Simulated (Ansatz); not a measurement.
Crystal: SiNi2.

```
Ni Si
1.0
     4.99000    0.00000    0.00000
     0.00000    3.72000    0.00000
     0.00000    0.00000    7.03000
Ni Si
8 4
Direct
  0.32500 0.75000 0.93700
  0.67500 0.25000 0.06300
  0.17500 0.25000 0.43700
  0.82500 0.75000 0.56300
  0.45800 0.75000 0.29700
  0.54200 0.25000 0.70300
  0.04200 0.25000 0.79700
  0.95800 0.75000 0.20300
  0.78600 0.75000 0.88600
  0.21400 0.25000 0.11400
  0.71400 0.25000 0.38600
  0.28600 0.75000 0.61400
```

| Quantity | Value |
| --- | --- |
| Program | Ansatz 0.2.0 |
| Task | relaxation of the atoms |
| Functional | PBE |
| Potentials or basis | Ansatz PAW |
| Cutoff | 420 eV (not typed: the program's choice for these potentials) |
| k mesh | 5 × 5 × 3 |
| Occupations | fermi-dirac, width 0.05 eV |
| Spin | collinear spin, ferromagnetic start |
| Starting moments | [1.0, 1.0, 1.0, 1.0, 1.0, 1.0, 1.0, 1.0, 0.0, 0.0, 0.0, 0.0] μB |

At the start: volume 10.87 Å³/atom.

Problem. Where does the relaxation end?

Solution. Over 5 steps the energy falls by 2.6 meV/atom; space group Pnma (No. 62, to 0.05 Å); moment 0.00 μB per cell.

The path:
| step | energy change (eV) | largest force (eV/Å) |
| --- | --- | --- |
| 1 | 0.0000 | 0.3552 |
| 2 | -0.0192 | 0.2177 |
| 3 | -0.0308 | 0.0133 |
| 4 | -0.0309 | 0.0100 |
| 5 | -0.0310 | 0.0018 |

Final structure:
```cif
data_structure
_symmetry_space_group_name_H-M 'P 1'
_symmetry_Int_Tables_number 1
_cell_length_a 4.9900
_cell_length_b 3.7200
_cell_length_c 7.0300
_cell_angle_alpha 90.000
_cell_angle_beta 90.000
_cell_angle_gamma 90.000
_cell_volume 130.50
loop_
_atom_site_label
_atom_site_type_symbol
_atom_site_fract_x
_atom_site_fract_y
_atom_site_fract_z
_atom_site_occupancy
Ni1 Ni 0.32911 0.75000 0.93931 1
Ni2 Ni 0.67089 0.25000 0.06069 1
Ni3 Ni 0.17089 0.25000 0.43931 1
Ni4 Ni 0.82911 0.75000 0.56069 1
Ni5 Ni 0.45990 0.75000 0.29371 1
Ni6 Ni 0.54010 0.25000 0.70629 1
Ni7 Ni 0.04010 0.25000 0.79371 1
Ni8 Ni 0.95990 0.75000 0.20629 1
Si1 Si 0.78822 0.75000 0.88645 1
Si2 Si 0.21178 0.25000 0.11355 1
Si3 Si 0.71178 0.25000 0.38645 1
Si4 Si 0.28822 0.75000 0.61355 1
```

Caveat: the starting moments weren't kept; the thresholds are loose for stress.
